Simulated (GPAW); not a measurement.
Crystal: MoI.

```xyz
2
Lattice="0.0000 3.1789 3.1789 3.1789 0.0000 3.1789 3.1789 3.1789 0.0000" Properties=species:S:1:pos:R:3 pbc="T T T"
Mo    0.0000    0.0000    0.0000
I     4.7683    4.7683    4.7683
```

The cell was built by a generator and needn't be a form met in nature.

Base run:

- Program: GPAW 26.7.0
- Functional: RPBE
- Potentials or basis: the program's PAW data sets (release 1.2.1) made for this functional
- Cutoff: 600 eV
- Basis: pw
- k mesh: 7 × 7 × 7
- Occupations: fermi-dirac, width 0.05 eV
- Spin: no spin polarisation

Its results: pressure -5.3 GPa.

Problem. The run is repeated on the same cell with these changes: functional from RPBE to LDA. What comes out?

Solution. Pressure -11.2 GPa.

LDA binds more tightly than RPBE, so the same cell stands under less pressure.

Caveats: an odd number of electrons without spin polarisation forces a metal; a magnetic or distorted state may lie lower.
